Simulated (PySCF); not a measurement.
# C4H5ClF2Si: circular dichroism and optical rotation

What do calculations give for the circular dichroism and optical rotation of C4H5ClF2Si (`FC1=CC[Si@@H](F)[C@@H]1Cl`)?

Computed with PySCF 2.14.0 and routines of our own; the level stands in each step. Atoms count from 0.

## 1. The system as given

13 atoms, charge 0, multiplicity 1; geometry from: GFN2-xTB.

## 2. Circular dichroism and optical rotation: TDDFT PBE0/def2-SVPD

Job settings and geometry (Å):

```
{"job": {"kind": "ecd", "xc": "PBE0", "basis": "def2-SVPD", "nstates": 8}, "charge": 0, "multiplicity": 1}
F      1.255348    -2.117567     1.067250
C      0.566919    -1.095058     0.522273
C     -0.745971    -1.139309     0.350294
C     -1.414179     0.064560    -0.245516
Si    -0.021381     1.356914    -0.374032
F     -0.167385     2.446901     0.810613
C      1.343501     0.103913     0.106505
Cl     2.334920    -0.312168    -1.350992
H     -1.332594    -1.998527     0.632757
H     -1.857325    -0.198801    -1.206521
H     -2.237856     0.387505     0.393164
H      0.208787     2.100418    -1.591742
H      2.062828     0.401707     0.868218
```

Level: TDDFT PBE0/def2-SVPD circular dichroism and optical rotation, one conformer, gas phase.

Run with:

```bash
OMP_NUM_THREADS=1 python excited_run.py task.json out
```

This one command runs all jobs of the session in turn.

The program printed:

```text
coarse grid: 12864 points
cycle   1  E = -1103.5297424009  dE =  1.009e+00  |g| = 6.513e-01  |ddm| = 5.567e+00
cycle   2  E = -1103.4378962309  dE =  9.185e-02  |g| = 9.832e-01  |ddm| = 1.918e+00
cycle   3  E = -1103.6099192216  dE = -1.720e-01  |g| = 9.442e-02  |ddm| = 1.104e+00
cycle   4  E = -1103.6117873100  dE = -1.868e-03  |g| = 3.770e-02  |ddm| = 2.219e-01
cycle   5  E = -1103.6121079253  dE = -3.206e-04  |g| = 1.181e-02  |ddm| = 8.045e-02
cycle   6  E = -1103.6121354044  dE = -2.748e-05  |g| = 4.333e-03  |ddm| = 2.333e-02
cycle   7  E = -1103.6121399927  dE = -4.588e-06  |g| = 9.072e-04  |ddm| = 8.132e-03
final grid: 118576 points
cycle   8  E = -1103.7415917387  dE = -2.448e-05  |g| = 7.594e-03  |ddm| = 8.123e-02
cycle   9  E = -1103.7415761403  dE =  1.560e-05  |g| = 1.137e-02  |ddm| = 2.957e-02
cycle  10  E = -1103.7416057343  dE = -2.959e-05  |g| = 1.082e-03  |ddm| = 1.744e-02
cycle  11  E = -1103.7416059717  dE = -2.374e-07  |g| = 2.258e-04  |ddm| = 1.754e-03
cycle  12  E = -1103.7416059812  dE = -9.493e-09  |g| = 9.716e-05  |ddm| = 6.185e-04
cycle  13  E = -1103.7416059833  dE = -2.172e-09  |g| = 3.564e-05  |ddm| = 2.005e-04
cycle  14  E = -1103.7416059837  dE = -3.215e-10  |g| = 6.883e-06  |ddm| = 6.913e-05
converged SCF energy = -1103.7416059837

Singlet excitations and rotatory strengths (1e-40 esu^2 cm^2)
state   eV       nm     f(len)   f(vel)    R(len)    R(vel)   main configurations
  1   5.8124   213.3  0.02738  0.02612   -24.123   -22.990   H-1->L 0.62, H->L 0.35
  2   5.9796   207.3  0.10709  0.10520   -53.893   -55.122   H->L 0.57, H-1->L 0.36
  3   6.4262   192.9  0.00080  0.00092    -0.862    -1.387   H-2->L 0.96
  4   6.8261   181.6  0.02647  0.02474   -40.442   -37.640   H->L+1 0.71, H->L+3 0.23
  5   6.9956   177.2  0.00840  0.00786   -10.370   -10.036   H->L+2 0.95
  6   7.1599   173.2  0.02350  0.02081     1.852     0.397   H-1->L+1 0.59, H->L+3 0.32
  7   7.2130   171.9  0.04820  0.04930    59.659    59.628   H->L+3 0.42, H-1->L+1 0.36, H->L+1 0.14
  8   7.3565   168.5  0.00077  0.00083     0.956     0.809   H-3->L 0.88

Specific rotation (deg / (dm g/mL))
    nm     length   length(OI)   velocity    alpha(len)  alpha(vel)
  633.0    -290.59    -290.09    -288.08       84.003     84.471
  589.3    -345.64    -345.09    -342.73       84.337     84.807
  546.0    -418.33    -417.71    -414.92       84.759     85.229
  436.0    -770.54    -769.77    -765.00       86.540     87.015
  405.0    -962.27    -961.52    -955.72       87.373     87.849
  365.0   -1352.60   -1352.04   -1344.19       88.860     89.337
  355.0   -1491.41   -1490.96   -1482.37       89.336     89.813
```

It took 81 s on 1 thread of Arm Neoverse V1, shared host; peak memory 0.95 GiB.

The fields below are evaluated on a grid from the run's orbitals.

Frontier orbitals at PBE0/def2-SVPD, with the share of their density that lies nearest to each atom:

```
orbital  energy (eV)                                    lies on
   HOMO        -7.72   C1, C2 about 32 % each; F0 10 %; Cl7 8 %
   LUMO        -0.95  Cl7 26 %; C2, C6 about 17 % each; C1 12 %
```

ELF in a plane through or near 7 of the atoms.

Values, 10 rows by 14 columns:
```
0.00 0.00 0.00 0.00 0.00 0.00 0.00 0.00 0.00 0.00 0.00 0.00 0.00 0.00
0.00 0.00 0.00 0.00 0.00 0.00 0.00 0.01 0.01 0.00 0.00 0.00 0.00 0.00
0.00 0.00 0.00 0.00 0.00 0.00 0.12 0.50 0.39 0.07 0.00 0.00 0.00 0.00
0.00 0.00 0.02 0.03 0.04 0.17 0.43 0.17 0.07 0.13 0.02 0.00 0.00 0.00
0.00 0.00 0.04 0.11 0.63 0.28 0.96 0.13 0.31 0.79 0.17 0.03 0.00 0.00
0.00 0.00 0.01 0.04 0.45 0.91 0.64 0.11 0.60 0.21 0.92 0.64 0.02 0.00
0.00 0.00 0.08 0.68 0.77 0.64 0.65 0.36 0.51 0.27 0.25 0.11 0.00 0.00
0.00 0.00 0.06 0.54 0.87 0.74 0.03 0.94 1.00 0.72 0.01 0.00 0.00 0.00
0.00 0.00 0.00 0.02 0.11 0.06 0.00 0.52 0.91 0.27 0.00 0.00 0.00 0.00
0.00 0.00 0.00 0.00 0.00 0.00 0.00 0.00 0.00 0.00 0.00 0.00 0.00 0.00
```
The map spans 9.6 Å across and 10.1 Å up, centred on the molecule. Atoms in the plane (x, y in Å): F0 (-1.9, -1.9), C1 (-0.9, -1.0), C2 (0.4, -1.4), C3 (1.4, -0.3), Si4 (0.4, 1.3), C6 (-1.3, 0.4), H8 (0.7, -2.4).

log10 of the density (e/Å³) in the same plane.

Ten even steps from ' ' (-4.0) to '@' (1.8):
```
                                                        
                            ......                      
                      ....::::::::......                
                  ....::::----------::::..              
        ..........::::----==++++++==----::..            
      ....::::::------====++++**++++==--::..            
    ..::::----========++++**####**++++==--::..          
    ..::--====++++++******##@@@@##++++==----::..        
  ..::::--==++++**######******##******++====--::..      
    ..::--==++++**##%%##**********####****++==--::..    
    ..::----==++****####****++**##%%%%##**++==--::..    
    ....::--==++****##%%############******++==--::..    
    ....--==****############%%@@##**++++====--::....    
    ..::--==**##%%%%##******######**++==----::::..      
      ..--==++**####**++==++**####++==--::::..          
      ..::--==++++++++======++**++++==--::..            
          ..::--------::::----====--::::..              
              ................::::....                  
                                                        
                                                        
```
The map spans 9.6 Å across and 10.1 Å up, centred on the molecule. Atoms in the plane (x, y in Å): F0 (-1.9, -1.9), C1 (-0.9, -1.0), C2 (0.4, -1.4), C3 (1.4, -0.3), Si4 (0.4, 1.3), C6 (-1.3, 0.4), H8 (0.7, -2.4).

On the surface of density 0.002 e/bohr³ the electrostatic potential runs, from the 1st to the 99th percentile, from -0.80 V near F5 to 1.57 V near Si4.

## 3. Results

| quantity | value |
| --- | --- |
| state of largest rotatory strength (velocity form) among 8 (step 2, TDDFT PBE0/def2-SVPD) | 7.21 eV, R = +59.6 (velocity), +59.7 (length) ·10⁻⁴⁰ esu² cm² |
| specific rotation at 633.0 nm (step 2, TDDFT PBE0/def2-SVPD) | -288.1 (velocity), -290.6 (length) |
| surface potential, 1st and 99th percentile | -0.80 V and 1.57 V |

In words: Rotations belong to one conformer. At PBE0/def2-SVPD, counted by nearest atom on the grid, the HOMO lies on C1, C2 about 32 % each; F0 10 %, the LUMO on Cl7 26 %; C2, C6 about 17 % each.
